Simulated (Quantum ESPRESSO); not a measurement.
# PbO2 (P4_2/mnm) in Quantum ESPRESSO: equation of state, part 2 of 2

Quantum ESPRESSO 7.5.

**5. Single point, PBEsol, 14.18 Å³/atom**

pw.in reads:

```
&CONTROL
  calculation = 'scf'
  prefix = 'pwscf'
  outdir = './tmp'
  pseudo_dir = './pseudo'
  tstress = .true.
  disk_io = 'nowf'
/
&SYSTEM
  ibrav = 0
  nat = 6
  ntyp = 2
  ecutwfc = 45
  ecutrho = 360
  nbnd = 36
  occupations = 'smearing'
  smearing = 'fd'
  degauss = 0.00367493
/
&ELECTRONS
  conv_thr = 1.2d-09
  electron_maxstep = 120
  mixing_beta = 0.5
/
ATOMIC_SPECIES
Pb   207.2000 pb_pbesol_v1.uspp.F.UPF
O     15.9990 o_pbesol_v1.2.uspp.F.UPF
CELL_PARAMETERS angstrom
   4.9949598700    0.0000000000    0.0000000000
   0.0000000000    4.9949598700    0.0000000000
   0.0000000000    0.0000000000    3.4090009600
ATOMIC_POSITIONS crystal
Pb     0.5000000000    0.5000000000    0.5000000000
Pb     0.0000000000    0.0000000000    0.0000000000
O      0.6925710400    0.6925710400    0.0000000000
O      0.8074289600    0.1925710400    0.5000000000
O      0.1925710400    0.8074289600    0.5000000000
O      0.3074289600    0.3074289600    0.0000000000
K_POINTS automatic
6 6 8 0 0 0
```

Potentials or basis: GBRV 1.5 PBEsol.

Launch:

```bash
OMP_NUM_THREADS=1 mpirun -n 2 pw.x -nk 2 -in pw.in > pw.out
```

pw.out:

```text
This program is part of the open-source Quantum ESPRESSO suite
     for quantum simulation of materials; please cite
[... 13 lines left out ...]
     --------------------
     sticks:   dense  smooth     PW     G-vecs:    dense   smooth      PW
     Sum        2561    1281    385                66311    23419    3895

     Using Slab Decomposition

     bravais-lattice index     =            0
     lattice parameter (alat)  =       9.4391  a.u.
     unit-cell volume          =     573.9681 (a.u.)^3
     number of atoms/cell      =            6
     number of atomic types    =            2
     number of electrons       =        52.00
     number of Kohn-Sham states=           36
     kinetic-energy cutoff     =      45.0000  Ry
     charge density cutoff     =     360.0000  Ry
     scf convergence threshold =      1.2E-09
     mixing beta               =       0.5000
     number of iterations used =            8  plain     mixing
     Exchange-correlation= SLA  PW   PSX  PSC
                           (   1   4  10   8   0   0   0)

     celldm(1)=   9.439106  celldm(2)=   0.000000  celldm(3)=   0.000000
     celldm(4)=   0.000000  celldm(5)=   0.000000  celldm(6)=   0.000000

     crystal axes: (cart. coord. in units of alat)
               a(1) = (   1.000000   0.000000   0.000000 )
               a(2) = (   0.000000   1.000000   0.000000 )
               a(3) = (   0.000000   0.000000   0.682488 )

     reciprocal axes: (cart. coord. in units 2 pi/alat)
               b(1) = (  1.000000  0.000000  0.000000 )
               b(2) = (  0.000000  1.000000  0.000000 )
               b(3) = (  0.000000  0.000000  1.465227 )

     PseudoPot. # 1 for Pb read from file:
     pb_pbesol_v1.uspp.F.UPF
     Pseudo is Ultrasoft + core correction, Zval = 14.0
     Generated by new atomic code, or converted to UPF format
     Using radial grid of  899 points,  6 beta functions with:
                l(1) =   0
                l(2) =   0
                l(3) =   1
                l(4) =   1
                l(5) =   2
                l(6) =   2
     Q(r) pseudized with  6 coefficients,  rinner =    1.000   1.000   1.000
                                                       1.000   1.000

     PseudoPot. # 2 for O  read from file:
     o_pbesol_v1.2.uspp.F.UPF
     Pseudo is Ultrasoft + core correction, Zval =  6.0
     Generated by new atomic code, or converted to UPF format
     Using radial grid of  737 points,  5 beta functions with:
                l(1) =   0
                l(2) =   0
                l(3) =   1
                l(4) =   1
                l(5) =   2
     Q(r) pseudized with  8 coefficients,  rinner =    0.900   0.900   0.900
                                                       0.900   0.900

     atomic species   valence    mass     pseudopotential
     Pb               14.00   207.20000     Pb( 1.00)
     O                 6.00    15.99900     O ( 1.00)

     16 Sym. Ops., with inversion, found ( 8 have fractional translation)

   Cartesian axes

     site n.     atom                  positions (alat units)
         1        Pb     tau(   1) = (   0.5000000   0.5000000   0.3412441  )
         2        Pb     tau(   2) = (   0.0000000   0.0000000   0.0000000  )
         3        O      tau(   3) = (   0.6925710   0.6925710   0.0000000  )
         4        O      tau(   4) = (   0.8074290   0.1925710   0.3412441  )
         5        O      tau(   5) = (   0.1925710   0.8074290   0.3412441  )
         6        O      tau(   6) = (   0.3074290   0.3074290   0.0000000  )

     number of k points=    50  Fermi-Dirac smearing, width (Ry)=  0.0037
                       cart. coord. in units 2pi/alat
        k(    1) = (   0.0000000   0.0000000   0.0000000), wk =   0.0069444
        k(    2) = (   0.0000000   0.0000000   0.1831534), wk =   0.0138889
        k(    3) = (   0.0000000   0.0000000   0.3663067), wk =   0.0138889
        k(    4) = (   0.0000000   0.0000000   0.5494601), wk =   0.0138889
        k(    5) = (   0.0000000   0.0000000  -0.7326134), wk =   0.0069444
        k(    6) = (   0.0000000   0.1666667   0.0000000), wk =   0.0277778
[... 42 lines left out ...]
        k(   49) = (  -0.5000000  -0.5000000   0.5494601), wk =   0.0138889
        k(   50) = (  -0.5000000  -0.5000000  -0.7326134), wk =   0.0069444

     Dense  grid:    66311 G-vectors     FFT dimensions: (  60,  60,  40)

     Smooth grid:    23419 G-vectors     FFT dimensions: (  48,  48,  30)

     Check: negative core charge=   -0.000003

     Initial potential from superposition of free atoms

     starting charge      51.9958, renormalised to      52.0000

     negative rho (up, down):  3.318E-02 0.000E+00
     Starting wfcs are   34 randomized atomic wfcs +    2 random wfcs

     Self-consistent Calculation

     iteration #  1     ecut=    45.00 Ry     beta= 0.50
     Davidson diagonalization with overlap
     ethr =  1.00E-02,  avg # of iterations =  5.4

     negative rho (up, down):  3.177E-02 0.000E+00
[... 80 lines left out ...]
     iteration #  9     ecut=    45.00 Ry     beta= 0.50
     Davidson diagonalization with overlap
     ethr =  5.74E-12,  avg # of iterations =  4.7

     negative rho (up, down):  3.428E-02 0.000E+00

     End of self-consistent calculation

          k = 0.0000 0.0000 0.0000 (  2897 PWs)   bands (ev):

   -10.1740 -10.0628  -8.3781  -8.3781  -7.5044  -7.3031  -7.2658  -7.2658
    -7.0906  -6.9766  -6.9417  -6.9154  -6.9154  -4.8037  -0.1070   4.6297
     4.6816   4.6816   5.9318   6.0214   6.2230   7.3447   7.3968   7.3968
     7.4089   7.4089   8.0985  12.1819  13.7632  13.7632  17.4647  17.7989
    18.3033  18.3314  18.9219  18.9219
[... 139 lines left out ...]
    -9.8531  -9.8531  -8.9170  -8.9170  -7.2283  -7.2283  -7.0722  -7.0722
    -6.9757  -6.9757  -6.9079  -6.9079  -5.0738  -5.0738   0.9515   0.9515
     3.4476   3.4476   4.8142   4.8142   6.9199   6.9199   7.2911   7.2911
     7.6652   7.6652  11.7973  11.7973  15.4373  15.4373  17.3441  17.3441
    18.3036  18.3036  19.1096  19.1096

          k = 0.0000-0.5000-0.7326 (  2924 PWs)   bands (ev):

    -9.9424  -9.9424  -8.7064  -8.7064  -7.2988  -7.2988  -7.0914  -7.0914
    -6.9720  -6.9720  -6.8917  -6.8917  -4.9461  -4.9461   0.8524   0.8524
     3.3074   3.3074   4.5362   4.5362   6.9329   6.9329   7.2283   7.2283
     7.7967   7.7967  12.0028  12.0028  15.2097  15.2097  17.8387  17.8387
    18.3034  18.3035  19.0419  19.0419
[... 107 lines left out ...]
    -9.8122  -9.8122  -9.0226  -9.0226  -7.1381  -7.1381  -7.0483  -7.0483
    -6.9753  -6.9753  -6.8694  -6.8694  -5.1648  -5.1648   0.7561   0.7561
     3.8328   3.8328   4.7394   4.7394   7.0036   7.0036   7.3200   7.3200
     7.5226   7.5226  11.5123  11.5123  15.6674  15.6674  17.3090  17.3090
    18.3028  18.3028  18.8120  18.8120

          k = 0.1667-0.5000-0.7326 (  2932 PWs)   bands (ev):

    -9.8976  -9.8976  -8.8551  -8.8551  -7.1574  -7.1574  -7.0433  -7.0433
    -6.9714  -6.9714  -6.8920  -6.8920  -5.0202  -5.0202   0.5910   0.5910
     3.7107   3.7107   4.5161   4.5161   7.0269   7.0269   7.2906   7.2906
     7.6147   7.6147  11.6254  11.6254  15.5140  15.5140  17.7470  17.7470
    18.3010  18.3010  18.6584  18.6584
[... 67 lines left out ...]
    -9.6942  -9.6942  -9.2488  -9.2488  -7.0815  -7.0815  -7.0027  -7.0027
    -6.9762  -6.9762  -6.6389  -6.6389  -5.3950  -5.3950   0.4593   0.4593
     4.3344   4.3344   4.9692   4.9692   6.7805   6.7805   7.3086   7.3086
     7.4874   7.4874  11.0332  11.0332  16.0477  16.0477  17.3314  17.3314
    18.1995  18.1995  18.3199  18.3199

          k = 0.3333-0.5000-0.7326 (  2944 PWs)   bands (ev):

    -9.7742  -9.7742  -9.1369  -9.1369  -7.0994  -7.0994  -6.9725  -6.9725
    -6.9158  -6.9158  -6.7085  -6.7085  -5.2066  -5.2066   0.2019   0.2019
     4.0449   4.0449   5.0275   5.0275   6.9521   6.9521   7.2844   7.2844
     7.4274   7.4274  11.0193  11.0193  15.9948  15.9948  17.6177  17.6177
    18.1033  18.1033  18.3147  18.3147

          k =-0.5000-0.5000 0.0000 (  2924 PWs)   bands (ev):

   -10.0707 -10.0707  -8.4543  -8.4543  -7.3057  -7.3057  -7.2707  -7.2707
    -7.0011  -7.0011  -6.9132  -6.9132  -6.2320  -6.2320   2.3700   2.3700
     4.7865   4.7865   5.4060   5.4060   6.4176   6.4176   7.3410   7.3410
     7.5304   7.5304  10.7833  10.7833  14.6603  14.6603  18.0075  18.0075
    18.2972  18.2972  19.5527  19.5527

          k =-0.5000-0.5000 0.1832 (  2936 PWs)   bands (ev):

    -9.9710  -9.9710  -8.7729  -8.7729  -7.2618  -7.2618  -7.0070  -7.0070
    -6.9970  -6.9970  -6.7904  -6.7904  -6.2589  -6.2589   1.9484   1.9484
     4.9309   4.9309   5.5933   5.5933   5.9721   5.9721   7.4289   7.4289
     7.5244   7.5244  10.8469  10.8469  15.0353  15.0353  17.9105  17.9105
    18.2905  18.2905  18.6790  18.6790

          k =-0.5000-0.5000 0.3663 (  2920 PWs)   bands (ev):

    -9.7157  -9.7157  -9.2355  -9.2355  -7.1442  -7.1442  -7.0215  -7.0215
    -6.9870  -6.9870  -6.3368  -6.3368  -6.1335  -6.1335   1.0893   1.0893
     5.0873   5.0873   5.3270   5.3270   5.8847   5.8847   7.4792   7.4792
     7.5098   7.5098  10.9021  10.9021  15.7951  15.7951  17.6566  17.6566
    17.8832  17.8832  18.3112  18.3112

          k =-0.5000-0.5000 0.5495 (  2932 PWs)   bands (ev):

    -9.5542  -9.5542  -9.4355  -9.4355  -7.0690  -7.0690  -6.9980  -6.9980
    -6.9769  -6.9769  -6.4466  -6.4466  -5.5608  -5.5608   0.3388   0.3388
     4.3284   4.3284   5.7826   5.7826   6.0609   6.0609   7.4121   7.4121
     7.4950   7.4950  10.8271  10.8271  16.2020  16.2020  17.6179  17.6179
    17.6763  17.6763  18.3091  18.3091

          k =-0.5000-0.5000-0.7326 (  2944 PWs)   bands (ev):

    -9.6653  -9.6653  -9.3104  -9.3104  -7.0891  -7.0891  -6.9728  -6.9728
    -6.9175  -6.9175  -6.5135  -6.5135  -5.3343  -5.3343   0.0442   0.0442
     4.0250   4.0250   6.0201   6.0201   6.1141   6.1141   7.3363   7.3363
     7.4888   7.4888  10.7641  10.7641  16.2052  16.2052  17.6805  17.6805
    17.7433  17.7433  18.3096  18.3096

     the Fermi energy is     8.0582 ev

!    total energy              =    -456.49359176 Ry
     estimated scf accuracy    <          6.2E-11 Ry
     smearing contrib. (-TS)   =      -0.00030088 Ry
     internal energy E=F+TS    =    -456.49329089 Ry

     The total energy is F=E-TS. E is the sum of the following terms:
     one-electron contribution =    -100.27870308 Ry
     hartree contribution      =      89.44908156 Ry
     xc contribution           =    -155.05637826 Ry
     ewald contribution        =    -290.60729111 Ry

     convergence has been achieved in   9 iterations

     Computing stress (Cartesian axis) and pressure

     negative rho (up, down):  3.428E-02 0.000E+00
          total   stress  (Ry/bohr**3)                   (kbar)     P=       -3.75
  -0.00002073   0.00000000   0.00000000           -3.05        0.00        0.00
   0.00000000  -0.00002073   0.00000000            0.00       -3.05        0.00
   0.00000000   0.00000000  -0.00003495            0.00        0.00       -5.14

=------------------------------------------------------------------------------=
   JOB DONE.
=------------------------------------------------------------------------------=
```

It took 87 s on 2 MPI ranks of Intel Xeon at 2.70GHz, shared host; peak memory 0.44 GiB.

What came out:

```yaml
Free_energy: -6210.9117 eV
Pressure: -0.4 GPa
Band_gap_on_the_k_mesh: 0.07 eV, indirect (least direct gap 0.11 eV)
```

Caveat: spin-orbit coupling is left out, which as a rule narrows the gap of such compounds by several tenths of an eV.

**6. Single point, PBEsol, 14.46 Å³/atom**

pw.in: that of step 5 with these lines changed.

```diff
@@ -28,5 +28,5 @@
 CELL_PARAMETERS angstrom
-   4.9949598700    0.0000000000    0.0000000000
-   0.0000000000    4.9949598700    0.0000000000
-   0.0000000000    0.0000000000    3.4090009600
+   5.0280400385    0.0000000000    0.0000000000
+   0.0000000000    5.0280400385    0.0000000000
+   0.0000000000    0.0000000000    3.4315777832
 ATOMIC_POSITIONS crystal
```

Potentials or basis: GBRV 1.5 PBEsol.

Launch:

```bash
OMP_NUM_THREADS=1 mpirun -n 2 pw.x -nk 2 -in pw.in > pw.out
```

Wall time 65 s (2 MPI ranks of Intel Xeon at 2.70GHz, shared host); peak memory 0.44 GiB.

The run converged. Its results:

| Quantity | Value |
| --- | --- |
| Free energy | -6210.8953 eV |
| Pressure | -3.0 GPa |
| Band gap on the k mesh | none (metal or under the smearing width) |

**7. Single point, PBEsol, 14.74 Å³/atom**

pw.in: that of step 6 with these lines changed.

```diff
@@ -28,5 +28,5 @@
 CELL_PARAMETERS angstrom
-   5.0280400385    0.0000000000    0.0000000000
-   0.0000000000    5.0280400385    0.0000000000
-   0.0000000000    0.0000000000    3.4315777832
+   5.0606905640    0.0000000000    0.0000000000
+   0.0000000000    5.0606905640    0.0000000000
+   0.0000000000    0.0000000000    3.4538613803
 ATOMIC_POSITIONS crystal
```

Launch:

```bash
OMP_NUM_THREADS=1 mpirun -n 2 pw.x -nk 2 -in pw.in > pw.out
```

Run time: 60 s. Hardware: 2 MPI ranks of Intel Xeon at 2.70GHz, shared host; peak memory 0.46 GiB.

It converged, with:

| Item | Value |
| --- | --- |
| Free energy | -6210.8528 eV |
| Pressure | -5.3 GPa |
| Band gap on the k mesh | none (metal or under the smearing width) |

**8. Single point, PBEsol, 15.03 Å³/atom**

pw.in: that of step 7 with these lines changed.

```diff
@@ -28,5 +28,5 @@
 CELL_PARAMETERS angstrom
-   5.0606905640    0.0000000000    0.0000000000
-   0.0000000000    5.0606905640    0.0000000000
-   0.0000000000    0.0000000000    3.4538613803
+   5.0929251309    0.0000000000    0.0000000000
+   0.0000000000    5.0929251309    0.0000000000
+   0.0000000000    0.0000000000    3.4758610905
 ATOMIC_POSITIONS crystal
```

Launch:

```bash
OMP_NUM_THREADS=1 mpirun -n 2 pw.x -nk 2 -in pw.in > pw.out
```

It took 79 s on 2 MPI ranks of Intel Xeon at 2.70GHz, shared host; peak memory 0.46 GiB.

The run converged. Its results:

- Free energy: -6210.7873 eV
- Pressure: -7.3 GPa
- Band gap on the k mesh: none (metal or under the smearing width)

**9. Equation of state, PBEsol**

Potentials or basis: GBRV 1.5 PBEsol.

No new run: the results of the series are fitted here.

Results:

```
Equilibrium volume                        : 14.15 Å³/atom
Bulk modulus at fixed shape and positions : 140 GPa
Pressure derivative of the bulk modulus   : 5.2
```

Energy against volume, from the lowest point:
```
volume (Å³/atom)  energy (meV/atom)
          13.325              23.91
          13.609               9.89
          13.892               2.17
          14.176               0.00
          14.459               2.74
          14.743               9.83
          15.026              20.74
```

Caveat: the cell was scaled at fixed shape and fractional positions, which overstates the stiffness of a crystal with free parameters, most of all of layers and chains.
